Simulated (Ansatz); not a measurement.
**C₄H₁₀Si: a ladder of functionals and wavefunction methods**

Aim: compute C₄H₁₀Si with functionals from several rungs and with coupled cluster, and see how far each lands from CCSD(T) at the basis-set limit for the atomisation energy.

Computed with Ansatz 0.2.0, Gaussian basis. Level: functionals in def2-TZVPP, the program's frozen cores in correlated methods.

Plan: PBE-D4, r2SCAN-D4, PBE0-D4, B3LYP-D4, ωB97X-V, ωB97M-V, B2PLYP; CCSD(T)/def2-TZVPP; MP2/def2-QZVPP; extrapolation to the limit.

## (1) Structure used throughout

All runs share one geometry, relaxed beforehand with PBE0-D4 in a triple-zeta def2 set.

15 atoms, charge 0, spin multiplicity 1.

Atoms are counted from 1 here; the program's logs count them from 0.

Bond lengths: C1–C2 1.529 Å, C1–C5 1.536 Å, C1–H6 1.094 Å, C1–H7 1.096 Å, C2–C3 1.536 Å, C2–H8 1.096 Å, C2–H9 1.094 Å, C3–Si4 1.890 Å, C3–H10 1.095 Å, C3–H11 1.091 Å, Si4–C5 1.890 Å, Si4–H12 1.490 Å, Si4–H13 1.490 Å, C5–H14 1.091 Å, C5–H15 1.095 Å. Angles: C2–C1–C5 108.6°, C2–C1–H6 111.4°, C2–C1–H7 108.8°, C5–C1–H6 111.9°, C5–C1–H7 109.4°, H6–C1–H7 106.6°, C1–C2–C3 108.6°, C1–C2–H8 108.8°, C1–C2–H9 111.4°, C3–C2–H8 109.4°, C3–C2–H9 111.9°, H8–C2–H9 106.6°, C2–C3–Si4 103.1°, C2–C3–H10 110.2°, C2–C3–H11 112.7°, Si4–C3–H10 109.2°, Si4–C3–H11 114.4°, H10–C3–H11 107.1° and more.

## (2) PBE-D4 (GGA)

in.yaml

```yaml
crystal:
  periodic: [false, false, false]
  atoms:
    - {symbol: C, position_ang: [-0.755875, 1.016201, 0.306863]}
    - {symbol: C, position_ang: [-0.153200, 0.019597, 1.297371]}
    - {symbol: C, position_ang: [1.112308, -0.588356, 0.673490]}
    - {symbol: Si, position_ang: [0.651960, -0.755296, -1.152030]}
    - {symbol: C, position_ang: [-0.894323, 0.327674, -1.059566]}
    - {symbol: H, position_ang: [-1.712981, 1.405627, 0.666245]}
    - {symbol: H, position_ang: [-0.081452, 1.875809, 0.215382]}
    - {symbol: H, position_ang: [-0.883797, -0.775390, 1.488076]}
    - {symbol: H, position_ang: [0.054245, 0.492543, 2.261813]}
    - {symbol: H, position_ang: [1.952977, 0.105955, 0.771384]}
    - {symbol: H, position_ang: [1.410779, -1.523045, 1.151109]}
    - {symbol: H, position_ang: [0.358412, -2.155672, -1.568694]}
    - {symbol: H, position_ang: [1.700131, -0.223617, -2.068265]}
    - {symbol: H, position_ang: [-0.997612, 1.038219, -1.881337]}
    - {symbol: H, position_ang: [-1.783273, -0.311049, -1.072644]}
basis:
  gaussian: {orbitals: def2-TZVPP}
hamiltonian: {xc: pbe, dispersion: d4}
output: {forces: true, orbitals: {seedname: orbitals}}
```

The run is started by

```bash
$ ansatz run in.yaml --threads 4 --pin off --events-out ev --progress --plain --max-ram 10444MiB
```

The runs that follow: r2SCAN-D4 (meta-GGA); PBE0-D4 (hybrid); B3LYP-D4 (hybrid); ωB97X-V (range-separated); ωB97M-V (range-separated); B2PLYP (double hybrid); CCSD(T) in def2-TZVPP; MP2 in def2-QZVPP.

Before running them: what should the planned runs give, taken together? Wanted: atomisation energy, CCSD(T)/CBS; farthest; mean size of error, hybrid; mean size of error, range-separated; gap, smallest and largest; T1 diagnostic; triples share of the correlation energy.

As calculated:

```
                               quantity                                  value
        atomisation energy, CCSD(T)/CBS                        1386.0 kcal/mol
functionals within 6.9 kcal/mol (0.5 %)  r2SCAN-D4, B3LYP-D4, ωB97X-V, ωB97M-V
                               farthest                PBE-D4 (+18.8 kcal/mol)
             mean size of error, hybrid                           4.4 kcal/mol
    mean size of error, range-separated                           4.8 kcal/mol
              gap, smallest and largest   6.90 eV (PBE-D4), 13.17 eV (ωB97X-V)
                          T1 diagnostic                                 0.0098
triples share of the correlation energy                                  3.9 %
```

What this shows: PBE-D4 is off by +18.8 kcal/mol. Double hybrids carry the basis error of their MP2 part in triple zeta, and no dispersion term here, so their miss is partly the set-up's. The reference freezes the cores and leaves out relativity and excitations past (T), so misses under about 6.9 kcal/mol can't be ranked. Hartree-Fock recovers 76 % of the binding; the rest is correlation. The gap grows from 6.9 to 13.2 eV across the functionals, mostly with the share of exact exchange.
